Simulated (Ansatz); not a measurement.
**ClH₃MgSi + H₂O: a complex and its separated parts, part 1 of 2**

Aim: how far the complex at one end of a reaction step lies below its separated, relaxed parts, level by level.

Computed with Ansatz 0.2.0, Gaussian basis. Level: PBE0-D4/def2-TZVP structures, single points in def2-TZVPP, no counterpoise correction.

Levels: SPW92, PBE-D4, BLYP-D4, r2SCAN-D4, B97M-V, PBE0-D4, B3LYP-D4, r2SCAN0-D4, BHLYP-D4, CAM-B3LYP-D4, wB97X-V, wB97M-V, B2PLYP, PBE-QIDH, RPA on PBE, Hartree-Fock, MP2, CCSD, CCSD(T).

Correlated methods freeze the cores. The outer core shell of Li, Na, Mg and K is correlated. B3LYP uses VWN-RPA correlation. B2PLYP carries no dispersion term here.

96 further runs of the same task are left out: 2 that didn't finish, 94 set aside as unsound or not needed.

### 1 The system as given

The complex: 9 atoms, charge 0, spin multiplicity 1.

Atoms are counted from 1 here; the program's logs count them from 0.

Bond lengths: Mg1–Si2 2.570 Å, Mg1–Cl3 2.236 Å, Mg1–O5 2.063 Å, Si2–H6 1.496 Å, Si2–H7 1.500 Å, Si2–H8 1.496 Å, H4–O5 0.960 Å, O5–H9 0.965 Å. Angles: Si2–Mg1–Cl3 154.6°, Si2–Mg1–O5 113.6°, Cl3–Mg1–O5 91.7°, Mg1–Si2–H6 114.2°, Mg1–Si2–H7 112.3°, Mg1–Si2–H8 114.2°, H6–Si2–H7 104.9°, H6–Si2–H8 105.4°, H7–Si2–H8 104.8°, Mg1–O5–H4 137.5°, Mg1–O5–H9 112.3°, H4–O5–H9 110.2°.

As a file:

```mol
ClH5MgOSi
  3D, bonds by distance, orders not assigned

  9  8  0  0  0  0  0  0  0  0999 V2000
   -0.3779   -0.8682   -0.2985 Mg  0  0
    0.2952    0.3780    1.8461 Si  0  0
   -1.1680   -2.6067   -1.4609 Cl  0  0
    0.2727    1.0884   -2.2593 H   0  0
   -0.0706    0.2241   -2.0214 O   0  0
    1.3389   -0.3189    2.6596 H   0  0
    0.8706    1.7331    1.5608 H   0  0
   -0.8381    0.6334    2.7882 H   0  0
   -0.3229   -0.2635   -2.8146 H   0  0
  1  2  8  0
  1  3  8  0
  1  5  8  0
  2  6  8  0
  2  7  8  0
  2  8  8  0
  4  5  8  0
  5  9  8  0
M  END
```

Its parts: ClH₃MgSi holds atoms 1, 2, 3, 6, 7, 8; H₂O holds atoms 4, 5, 9. Each part counts its atoms afresh in its own runs.

### 2 Relaxing ClH₃MgSi alone

relax-a/in.yaml

```yaml
crystal:
  periodic: [false, false, false]
  atoms:
    - {symbol: Mg, position_ang: [-0.377899, -0.868179, -0.298529]}
    - {symbol: Si, position_ang: [0.295190, 0.378031, 1.846060]}
    - {symbol: Cl, position_ang: [-1.167956, -2.606693, -1.460858]}
    - {symbol: H, position_ang: [1.338944, -0.318866, 2.659590]}
    - {symbol: H, position_ang: [0.870587, 1.733136, 1.560820]}
    - {symbol: H, position_ang: [-0.838099, 0.633415, 2.788224]}
basis:
  gaussian: {orbitals: def2-TZVP}
hamiltonian: {xc: pbe0, dispersion: d4}
relax: {f_tol: 0.005, max_steps: 200}
```

The run is started by

```bash
ansatz run in.yaml --threads 4 --pin off --events-out ev --progress --plain --max-ram 9574MiB
```

The log of the run (excerpt; [...] marks lines left out):

```text
Functional definition: PBE0
  name "PBE0"
  cite "Adamo & Barone, J. Chem. Phys. 110, 6158 (1999) doi:10.1063/1.478522"
  cite "Perdew, Burke & Ernzerhof, Phys. Rev. Lett. 77, 3865 (1996) doi:10.1103/PhysRevLett.77.3865"
  parent pbe
[...]
956 factors; their error is unknown
[...]
mean field -25885.59586501 eV, -951.2781021520 hartree, gradient 3.1e-5 eV, S^2 0.000000; 0 other end points of the search recorded, 0 dependent functions left out
[...]
reference -25885.59589939 eV, -951.2781034156 hartree; 23, 23 occupied and 101, 101 virtual orbitals, 956 factors
[...]
reference -25885.69581756 eV, -951.2817753404 hartree; 23, 23 occupied and 101, 101 virtual orbitals, 956 factors
Total energy: -25885.77591658 eV, -951.2847189254 hartree
Atom 0 at    -0.461425    -1.130697    -0.034222 Å, force    -0.000326    -0.000723    -0.000709 eV/Å
Atom 1 at     0.298363     0.377514     1.885544 Å, force     0.000318     0.000655     0.000703 eV/Å
Atom 2 at    -1.112173    -2.422793    -1.678238 Å, force     0.000300     0.000646     0.000722 eV/Å
Atom 3 at     1.376463    -0.253037     2.702524 Å, force    -0.000288    -0.000022    -0.000300 eV/Å
Atom 4 at     0.837123     1.680683     1.396848 Å, force    -0.000136    -0.000326    -0.000093 eV/Å
Atom 5 at    -0.817584     0.699174     2.822850 Å, force     0.000132    -0.000230    -0.000324 eV/Å
Dipole moment:     0.093670     0.186094     0.236566 e Å
```

It took 12 s on 4 threads of Intel Xeon at 2.70GHz, shared host.

Step by step:

| step | energy from step 1 (eV) | largest force component (eV/Å) |
| --- | --- | --- |
| 1 | 0.0000 | 0.5803 |
| 2 | -0.0595 | 0.2339 |
| 3 | -0.0718 | 0.1003 |
| 4 | -0.0960 | 0.1223 |
| 5 | -0.0993 | 0.0329 |
| 6 | -0.0994 | 0.0371 |
| 7 | -0.0995 | 0.0007 |

Close pairs (by a distance rule), those that changed most:

| bond | before (Å) | after (Å) | change (Å) |
| --- | --- | --- | --- |
| Mg1–Cl3 | 2.236 | 2.190 | -0.046 |
| Mg1–Si2 | 2.570 | 2.557 | -0.013 |
| Si2–H5 | 1.500 | 1.492 | -0.007 |
| Si2–H6 | 1.496 | 1.492 | -0.003 |
| Si2–H4 | 1.496 | 1.492 | -0.003 |

### 3 Relaxing H₂O alone

relax-b/in.yaml

```yaml
crystal:
  periodic: [false, false, false]
  atoms:
    - {symbol: H, position_ang: [0.272672, 1.088381, -2.259321]}
    - {symbol: O, position_ang: [-0.070557, 0.224125, -2.021426]}
    - {symbol: H, position_ang: [-0.322882, -0.263451, -2.814560]}
basis:
  gaussian: {orbitals: def2-TZVP}
hamiltonian: {xc: pbe0, dispersion: d4}
relax: {f_tol: 0.005, max_steps: 200}
```

The run is started by

```bash
ansatz run in.yaml --threads 4 --pin off --events-out ev --progress --plain --max-ram 9574MiB
```

The log of the run (excerpt; [...] marks lines left out):

```text
[... 5 set-up lines as earlier in the session ...]
[...]
239 factors; their error is unknown
[...]
mean field -2078.31520372 eV, -76.3766750042 hartree, gradient 1.5e-5 eV, S^2 0.000000; 0 other end points of the search recorded, 0 dependent functions left out
[...]
reference -2078.33309063 eV, -76.3773323357 hartree; 5, 5 occupied and 38, 38 virtual orbitals, 239 factors
Total energy: -2078.33734629 eV, -76.3774887285 hartree
Atom 0 at     0.263616     1.069615    -2.279485 Å, force     0.000170     0.000711    -0.001971 eV/Å
Atom 1 at    -0.073017     0.215147    -2.001481 Å, force    -0.001030    -0.002732     0.001622 eV/Å
Atom 2 at    -0.311367    -0.235707    -2.814341 Å, force     0.000860     0.002022     0.000348 eV/Å
Dipole moment:     0.036246     0.148844    -0.402267 e Å
```

Run time: 0.76 s. Hardware: 4 threads of Intel Xeon at 2.70GHz, shared host.

Along the way:

| step | energy from step 1 (eV) | largest force component (eV/Å) |
| --- | --- | --- |
| 1 | 0.0000 | 0.4997 |
| 2 | -0.0125 | 0.2971 |
| 3 | -0.0179 | 0.0027 |

Close pairs (by a distance rule), those that changed most:

| bond | before (Å) | after (Å) | change (Å) |
| --- | --- | --- | --- |
| O2–H3 | 0.965 | 0.960 | -0.005 |
| H1–O2 | 0.960 | 0.960 | -0.000 |

### 4 SPW92/def2-TZVPP

parta/in.yaml

```yaml
crystal:
  periodic: [false, false, false]
  atoms:
    - {symbol: Mg, position_ang: [-0.461425, -1.130697, -0.034222]}
    - {symbol: Si, position_ang: [0.298363, 0.377514, 1.885544]}
    - {symbol: Cl, position_ang: [-1.112173, -2.422793, -1.678238]}
    - {symbol: H, position_ang: [1.376463, -0.253037, 2.702524]}
    - {symbol: H, position_ang: [0.837123, 1.680683, 1.396848]}
    - {symbol: H, position_ang: [-0.817584, 0.699174, 2.822850]}
basis:
  gaussian: {orbitals: def2-TZVPP}
hamiltonian: {xc: lda}
```

partb/in.yaml

```yaml
crystal:
  periodic: [false, false, false]
  atoms:
    - {symbol: H, position_ang: [0.263616, 1.069615, -2.279485]}
    - {symbol: O, position_ang: [-0.073017, 0.215147, -2.001481]}
    - {symbol: H, position_ang: [-0.311367, -0.235707, -2.814341]}
basis:
  gaussian: {orbitals: def2-TZVPP}
hamiltonian: {xc: lda}
```

One command serves all of them, each in its own folder.

The run is started by

```bash
ansatz run in.yaml --threads 4 --pin off --events-out ev --progress --plain --max-ram 9574MiB
```

Output in parta (excerpt; [...] marks lines left out):

```text
Functional definition: SPW92
  name "SPW92"
  cite "Dirac, Proc. Camb. Phil. Soc. 26, 376 (1930) doi:10.1017/S0305004100016108"
  cite "Slater, Phys. Rev. 81, 385 (1951) doi:10.1103/PhysRev.81.385"
  cite "Perdew & Wang, Phys. Rev. B 45, 13244 (1992) doi:10.1103/PhysRevB.45.13244"
[...]
1047 factors; their error is unknown
[...]
mean field -25797.34449269 eV, -948.0349240384 hartree, gradient 4.4e-5 eV, S^2 0.000000; 0 other end points of the search recorded, 0 dependent functions left out
reference -25797.34453569 eV, -948.0349256185 hartree; 23, 23 occupied and 135, 135 virtual orbitals, 1047 factors
Total energy: -25797.34453569 eV, -948.0349256185 hartree
```

Log of partb (excerpt; [...] marks lines left out):

```text
[... 5 set-up lines as earlier in the session ...]
[...]
269 factors; their error is unknown
[...]
mean field -2065.39693661 eV, -75.9019374440 hartree, gradient 5.3e-5 eV, S^2 0.000000; 0 other end points of the search recorded, 0 dependent functions left out
reference -2065.39695544 eV, -75.9019381361 hartree; 5, 5 occupied and 54, 54 virtual orbitals, 269 factors
Total energy: -2065.39695544 eV, -75.9019381361 hartree
```

Wall times: 0.96 s (parta), 0.25 s (partb) on 4 threads of Intel Xeon at 2.70GHz, shared host.

### 5 PBE-D4/def2-TZVPP

The same edit goes into each in.yaml of step 4 (parta, partb):

```diff
-hamiltonian: {xc: lda}
+hamiltonian: {xc: pbe, dispersion: d4}
```

Each run has its own folder and the same command.

The run is started by

```bash
ansatz run in.yaml --threads 4 --pin off --events-out ev --progress --plain --max-ram 9574MiB
```

parta printed (excerpt; [...] marks lines left out):

```text
Functional definition: PBE
  name "PBE"
[... 2 set-up lines as earlier in the session ...]
[...]
1047 factors; their error is unknown
[...]
mean field -25883.29575765 eV, -951.1935747656 hartree, gradient 4.6e-5 eV, S^2 0.000000; 0 other end points of the search recorded, 0 dependent functions left out
reference -25883.29580322 eV, -951.1935764404 hartree; 23, 23 occupied and 135, 135 virtual orbitals, 1047 factors
Total energy: -25883.38931557 eV, -951.1970129559 hartree
```

Output in partb (excerpt; [...] marks lines left out):

```text
[... 4 set-up lines as earlier in the session ...]
[...]
269 factors; their error is unknown
[...]
mean field -2078.40754023 eV, -76.3800683083 hartree, gradient 4.4e-5 eV, S^2 0.000000; 0 other end points of the search recorded, 0 dependent functions left out
reference -2078.40756070 eV, -76.3800690606 hartree; 5, 5 occupied and 54, 54 virtual orbitals, 269 factors
Total energy: -2078.41287755 eV, -76.3802644513 hartree
```

They took 1.1 s (parta), 0.25 s (partb) on 4 threads of Intel Xeon at 2.70GHz, shared host.

### 6 BLYP-D4/def2-TZVPP

The same edit goes into each in.yaml of step 5 (parta, partb):

```diff
-hamiltonian: {xc: pbe, dispersion: d4}
+hamiltonian: {xc: {name: BLYP}, dispersion: d4}
```

One command serves all of them, each in its own folder.

The run is started by

```bash
ansatz run in.yaml --threads 4 --pin off --events-out ev --progress --plain --max-ram 9574MiB
```

Output in parta (excerpt; [...] marks lines left out):

```text
Functional definition: BLYP
  name "BLYP"
  cite "Becke, Phys. Rev. A 38, 3098 (1988) doi:10.1103/PhysRevA.38.3098"
  cite "Lee, Yang & Parr, Phys. Rev. B 37, 785 (1988) doi:10.1103/PhysRevB.37.785"
[...]
1047 factors; their error is unknown
[...]
mean field -25895.94855626 eV, -951.6585565380 hartree, gradient 4.2e-5 eV, S^2 0.000000; 0 other end points of the search recorded, 0 dependent functions left out
reference -25895.94891878 eV, -951.6585698605 hartree; 23, 23 occupied and 135, 135 virtual orbitals, 1047 factors
Total energy: -25896.14867644 eV, -951.6659108192 hartree
```

Output in partb (excerpt; [...] marks lines left out):

```text
[... 4 set-up lines as earlier in the session ...]
[...]
269 factors; their error is unknown
[...]
mean field -2080.27676311 eV, -76.4487609821 hartree, gradient 8.7e-5 eV, S^2 0.000000; 0 other end points of the search recorded, 0 dependent functions left out
reference -2080.27695266 eV, -76.4487679479 hartree; 5, 5 occupied and 54, 54 virtual orbitals, 269 factors
Total energy: -2080.28979458 eV, -76.4492398798 hartree
```

Times: 1.1 s (parta), 0.25 s (partb) on 4 threads of Intel Xeon at 2.70GHz, shared host.

### 7 r2SCAN-D4/def2-TZVPP

Each input of step 6 (parta, partb) changes in the same lines:

```diff
-hamiltonian: {xc: {name: BLYP}, dispersion: d4}
+hamiltonian: {xc: r2scan, dispersion: d4}
```

The same command starts each run, in its folder.

The run is started by

```bash
ansatz run in.yaml --threads 4 --pin off --events-out ev --progress --plain --max-ram 9574MiB
```

Log of parta (excerpt; [...] marks lines left out):

```text
Functional definition: r2SCAN
  name "r2SCAN"
  cite "Furness, Kaplan, Ning, Perdew & Sun, J. Phys. Chem. Lett. 11, 8208 (2020) doi:10.1021/acs.jpclett.0c02405"
  cite "Furness, Kaplan, Ning, Perdew & Sun, J. Phys. Chem. Lett. 11, 9248 (2020) doi:10.1021/acs.jpclett.0c03077"
  parent r2scan
[...]
1047 factors; their error is unknown
[...]
mean field -25893.77252631 eV, -951.5785889126 hartree, gradient 3.4e-5 eV, S^2 0.000000; 0 other end points of the search recorded, 0 dependent functions left out
reference -25893.77254045 eV, -951.5785894322 hartree; 23, 23 occupied and 135, 135 virtual orbitals, 1047 factors
Total energy: -25893.79506384 eV, -951.5794171513 hartree
```

Output in partb (excerpt; [...] marks lines left out):

```text
[... 5 set-up lines as earlier in the session ...]
[...]
269 factors; their error is unknown
[...]
mean field -2079.58112303 eV, -76.4231966808 hartree, gradient 8.5e-5 eV, S^2 0.000000; 0 other end points of the search recorded, 0 dependent functions left out
reference -2079.58112824 eV, -76.4231968720 hartree; 5, 5 occupied and 54, 54 virtual orbitals, 269 factors
Total energy: -2079.58240072 eV, -76.4232436347 hartree
```

Wall times: 1.7 s (parta), 0.66 s (partb) on 4 threads of Intel Xeon at 2.70GHz, shared host.

### 8 B97M-V/def2-TZVPP

The same edit goes into each in.yaml of step 7 (parta, partb):

```diff
-hamiltonian: {xc: r2scan, dispersion: d4}
+hamiltonian: {xc: {name: B97M-V}}
```

The same command starts each run, in its folder.

The run is started by

```bash
ansatz run in.yaml --threads 4 --pin off --events-out ev --progress --plain --max-ram 9574MiB
```

Output in parta (excerpt; [...] marks lines left out):

```text
Functional definition: B97M-V
  name "B97M-V"
  cite "Mardirossian & Head-Gordon, J. Chem. Phys. 142, 074111 (2015) doi:10.1063/1.4907719"
  cite "Becke, J. Chem. Phys. 107, 8554 (1997) doi:10.1063/1.475007"
  cite "Vydrov & Van Voorhis, J. Chem. Phys. 133, 244103 (2010) doi:10.1063/1.3521275"
  # Of w^i u^j: cxij and so on, Table III.
[...]
  gx(w, u) = cx00 + cx01*u + cx02*u^2 + (cx10 + cx11*u)*w
[...]
  gos(w, u) = cos00 + cos01*u + cos03*u^3 + cos10*w + cos32*w^3*u^2
[...]
      + integral(e_c_pw_mod_opposite_spin*gos(b97_w_opposite, b97_u_opposite)) + vv10(b, c)
1047 factors; their error is unknown
[...]
mean field -25889.66105851 eV, -951.4274952577 hartree, gradient 7.0e-5 eV, S^2 0.000000; 0 other end points of the search recorded, 0 dependent functions left out
reference -25889.66112596 eV, -951.4274977365 hartree; 23, 23 occupied and 135, 135 virtual orbitals, 1047 factors
Total energy: -25889.66112596 eV, -951.4274977365 hartree
```

Log of partb (excerpt; [...] marks lines left out):

```text
[... 5 set-up lines as earlier in the session ...]
  # Of w^i u^j: cxij and so on, Table III.
[...]
  gx(w, u) = cx00 + cx01*u + cx02*u^2 + (cx10 + cx11*u)*w
[...]
  gos(w, u) = cos00 + cos01*u + cos03*u^3 + cos10*w + cos32*w^3*u^2
[...]
      + integral(e_c_pw_mod_opposite_spin*gos(b97_w_opposite, b97_u_opposite)) + vv10(b, c)
269 factors; their error is unknown
[...]
mean field -2079.93547924 eV, -76.4362190311 hartree, gradient 2.9e-5 eV, S^2 0.000000; 0 other end points of the search recorded, 0 dependent functions left out
reference -2079.93550605 eV, -76.4362200165 hartree; 5, 5 occupied and 54, 54 virtual orbitals, 269 factors
Total energy: -2079.93550605 eV, -76.4362200165 hartree
```

Wall times: 3.2 s (parta), 0.61 s (partb) on 4 threads of Intel Xeon at 2.70GHz, shared host.

### 9 PBE0-D4/def2-TZVPP

Each input of step 8 (parta, partb) changes in the same lines:

```diff
-hamiltonian: {xc: {name: B97M-V}}
+hamiltonian: {xc: pbe0, dispersion: d4}
+output: {orbitals: {seedname: orbitals}}
```

The same command starts each run, in its folder.

The run is started by

```bash
ansatz run in.yaml --threads 4 --pin off --events-out ev --progress --plain --max-ram 9574MiB
```

Log of parta (excerpt; [...] marks lines left out):

```text
[... 5 set-up lines as earlier in the session ...]
[...]
1081 factors; their error is unknown
[...]
mean field -25885.71217014 eV, -951.2823762866 hartree, gradient 3.3e-5 eV, S^2 0.000000; 0 other end points of the search recorded, 0 dependent functions left out
reference -25885.71220453 eV, -951.2823775506 hartree; 23, 23 occupied and 135, 135 virtual orbitals, 1081 factors
Total energy: -25885.79230356 eV, -951.2853211357 hartree
```

Log of partb (excerpt; [...] marks lines left out):

```text
[... 5 set-up lines as earlier in the session ...]
[...]
269 factors; their error is unknown
[...]
mean field -2078.42781016 eV, -76.3808132145 hartree, gradient 1.3e-5 eV, S^2 0.000000; 0 other end points of the search recorded, 0 dependent functions left out
reference -2078.42782466 eV, -76.3808137474 hartree; 5, 5 occupied and 54, 54 virtual orbitals, 269 factors
Total energy: -2078.43208033 eV, -76.3809701401 hartree
```

Wall times: 1.6 s (parta), 0.25 s (partb) on 4 threads of Intel Xeon at 2.70GHz, shared host.

### 10 B3LYP-D4/def2-TZVPP

Each input of step 9 (parta, partb) changes in the same lines:

```diff
-hamiltonian: {xc: pbe0, dispersion: d4}
-output: {orbitals: {seedname: orbitals}}
+hamiltonian: {xc: {name: B3LYP}, dispersion: d4}
```

Each run has its own folder and the same command.

The run is started by

```bash
ansatz run in.yaml --threads 4 --pin off --events-out ev --progress --plain --max-ram 9574MiB
```

parta printed (excerpt; [...] marks lines left out):

```text
Functional definition: B3LYP
  name "B3LYP"
  cite "Stephens, Devlin, Chabalowski & Frisch, J. Phys. Chem. 98, 11623 (1994) doi:10.1021/j100096a001"
[... 2 set-up lines as earlier in the session ...]
  cite "Vosko, Wilk & Nusair, Can. J. Phys. 58, 1200 (1980) doi:10.1139/p80-159"
[...]
1069 factors; their error is unknown
[...]
mean field -25897.82471277 eV, -951.7275040182 hartree, gradient 4.0e-5 eV, S^2 0.000000; 0 other end points of the search recorded, 0 dependent functions left out
reference -25897.82498490 eV, -951.7275140187 hartree; 23, 23 occupied and 135, 135 virtual orbitals, 1069 factors
Total energy: -25897.97738969 eV, -951.7331147915 hartree
```

partb printed (excerpt; [...] marks lines left out):

```text
[... 6 set-up lines as earlier in the session ...]
[...]
269 factors; their error is unknown
[...]
mean field -2080.76395511 eV, -76.4666649579 hartree, gradient 1.2e-5 eV, S^2 0.000000; 0 other end points of the search recorded, 0 dependent functions left out
reference -2080.76409347 eV, -76.4666700424 hartree; 5, 5 occupied and 54, 54 virtual orbitals, 269 factors
Total energy: -2080.77251920 eV, -76.4669796824 hartree
```

Times: 1.5 s (parta), 0.25 s (partb) on 4 threads of Intel Xeon at 2.70GHz, shared host.

### 11 r2SCAN0-D4/def2-TZVPP

Each input of step 10 (parta, partb) changes in the same lines:

```diff
-hamiltonian: {xc: {name: B3LYP}, dispersion: d4}
+hamiltonian: {xc: {name: r2SCAN0}, dispersion: d4}
```

Each run has its own folder and the same command.

The run is started by

```bash
ansatz run in.yaml --threads 4 --pin off --events-out ev --progress --plain --max-ram 9574MiB
```

Output in parta (excerpt; [...] marks lines left out):

```text
Functional definition: r2SCAN0
  name "r2SCAN0"
  cite "Bursch, Neugebauer, Ehlert & Grimme, J. Chem. Phys. 156, 134105 (2022) doi:10.1063/5.0086040"
[... 3 set-up lines as earlier in the session ...]
[...]
1081 factors; their error is unknown
[...]
mean field -25893.46784531 eV, -951.5673920923 hartree, gradient 2.1e-5 eV, S^2 0.000000; 0 other end points of the search recorded, 0 dependent functions left out
reference -25893.46785670 eV, -951.5673925110 hartree; 23, 23 occupied and 135, 135 virtual orbitals, 1081 factors
Total energy: -25893.49537972 eV, -951.5684039633 hartree
```

partb printed (excerpt; [...] marks lines left out):

```text
[... 6 set-up lines as earlier in the session ...]
[...]
269 factors; their error is unknown
[...]
mean field -2079.27470001 eV, -76.4119358422 hartree, gradient 2.0e-5 eV, S^2 0.000000; 0 other end points of the search recorded, 0 dependent functions left out
reference -2079.27470411 eV, -76.4119359929 hartree; 5, 5 occupied and 54, 54 virtual orbitals, 269 factors
Total energy: -2079.27610821 eV, -76.4119875926 hartree
```

Wall times: 2.6 s (parta), 0.5 s (partb) on 4 threads of Intel Xeon at 2.70GHz, shared host.

### 12 BHLYP-D4/def2-TZVPP

The same edit goes into each in.yaml of step 11 (parta, partb):

```diff
-hamiltonian: {xc: {name: r2SCAN0}, dispersion: d4}
+hamiltonian: {xc: {name: BHLYP}, dispersion: d4}
```

One command serves all of them, each in its own folder.

The run is started by

```bash
ansatz run in.yaml --threads 4 --pin off --events-out ev --progress --plain --max-ram 9574MiB
```

Log of parta (excerpt; [...] marks lines left out):

```text
Functional definition: BHLYP
  name "BHLYP"
  cite "Becke, J. Chem. Phys. 98, 1372 (1993) doi:10.1063/1.464304"
[... 2 set-up lines as earlier in the session ...]
[...]
1154 factors; their error is unknown
[...]
mean field -25896.18614173 eV, -951.6672876432 hartree, gradient 3.2e-5 eV, S^2 0.000000; 0 other end points of the search recorded, 0 dependent functions left out
reference -25896.18632627 eV, -951.6672944249 hartree; 23, 23 occupied and 135, 135 virtual orbitals, 1154 factors
Total energy: -25896.32014297 eV, -951.6722120979 hartree
```

Log of partb (excerpt; [...] marks lines left out):

```text
[... 5 set-up lines as earlier in the session ...]
[...]
295 factors; their error is unknown
[...]
mean field -2079.57892378 eV, -76.4231158599 hartree, gradient 2.0e-5 eV, S^2 0.000000; 0 other end points of the search recorded, 0 dependent functions left out
reference -2079.57901457 eV, -76.4231191963 hartree; 5, 5 occupied and 54, 54 virtual orbitals, 295 factors
Total energy: -2079.58396620 eV, -76.4233011651 hartree
```

Wall times: 1.3 s (parta), 0.4 s (partb) on 4 threads of Intel Xeon at 2.70GHz, shared host.

(Continued in part 2 of 2.)
